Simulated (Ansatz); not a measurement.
# Y: how the settings move a single-point run

Aim: see which settings change the result for Y, by how much, and at what cost.

Method: reference: DFT, PBEsol, PAW with Ansatz's default frozen-core files, scalar-relativistic; levels and slopes on a fine mesh, independent-particle optical spectra, in Ansatz 0.2.0.

## (1) The structure to begin with

It takes space group P6_3/mmc (No. 194, hexagonal). Conventional cell: a = 3.594 Å, b = 3.594 Å, c = 5.607 Å, α = 90.00°, β = 90.00°, γ = 120.00°. Y (site symmetry -6m2) has 12 Y at 3.49 to 3.59 Å as nearest neighbours.

Coordinates:

```
CELL_PARAMETERS angstrom
3.59449 0.00000 0.00000
-1.79725 3.11292 0.00000
0.00000 0.00000 5.60667
ATOMIC_POSITIONS crystal
Y 0.33333 0.66667 0.25000
Y 0.66667 0.33333 0.75000
```

## (2) Reference

Contents of input.yaml:

```yaml
crystal:
  lattice:
    - [3.59449354923, 0.0, 0.0]
    - [-1.79724677462, 3.11292272737, 0.0]
    - [0.0, 0.0, 5.60666764137]
  atoms:
    - { symbol: "Y", position: [0.333333333333, 0.666666666667, 0.25] }
    - { symbol: "Y", position: [0.666666666667, 0.333333333333, 0.75] }
kpoints:
  mp_grid: { grid: [10, 10, 6] }
scf:
  occupations: { method: fermi_dirac, width: 0.1 }
hamiltonian:
  xc: pbesol
  pseudopotentials: { kind: paw }
output:
  forces: true
  stress: true
  eigenvalues: true
  eigenstates:
    nscf_kmesh: { grid: [16, 16, 12] }
    de_dk: true
    e_range: [-14, 14]
  optics:
    e_range: [0, 25]
    de: 0.2
    sigma: 0.25
    bands: { spectra_wanted_up_to: 25 }
    nscf_kmesh: { grid: [16, 16, 12] }
    drude_damping: 0.1
checkpoint:
  write: ck
  write_wavefunctions: false
```

Command:

```
> ansatz run input.yaml --threads 1 --pin off --max-ram 3072MiB --backend cpu --events-out ev --progress --plain --runs-dir out
```

## (3) Changing settings: eigensolver.kind davidson

Changes to input.yaml since step 2:

```diff
@@ -12,2 +12,3 @@
   occupations: { method: fermi_dirac, width: 0.1 }
+  eigensolver: { kind: davidson }
 hamiltonian:
```

Q: Predict the outcome of this session. Wanted: for each run, ending; energy change; pressure; gap; force.

**Answer**, as computed:

| run | ending | energy change | pressure (GPa) | gap (eV) | force (eV/Å) | cycles | time |
| --- | --- | --- | --- | --- | --- | --- | --- |
| reference | converged | 0 | 0.0 | 0.00 | 0.00 | - | 1.8 min |
| 1: eigensolver.kind davidson | converged | 0.0 meV/atom | 0.0 | 0.00 | 0.00 | 8 | 2 min |

Residual by cycle in the longest SCF loop of each run; runs are numbered as in the table. The quantity is the density residual dr2, in eV.

| cycle | reference | run 1 |
| --- | --- | --- |
| 1 | 0.00232 | 0.00198 |
| 2 | 7.1e-4 | 8.1e-4 |
| 3 | 4.6e-5 | 8.3e-6 |
| 4 | 3.9e-6 | 1.0e-6 |
| 5 | 8.5e-8 | 5.8e-8 |
| 6 | 3.3e-9 | 4.0e-9 |
| 7 | 2.5e-10 | 2.8e-11 |
| 8 | 1.1e-11 | 2.3e-12 |
| 9 | 4.1e-14 | - |

Same state: the changed solver leaves the energy within 0.5 meV/atom.
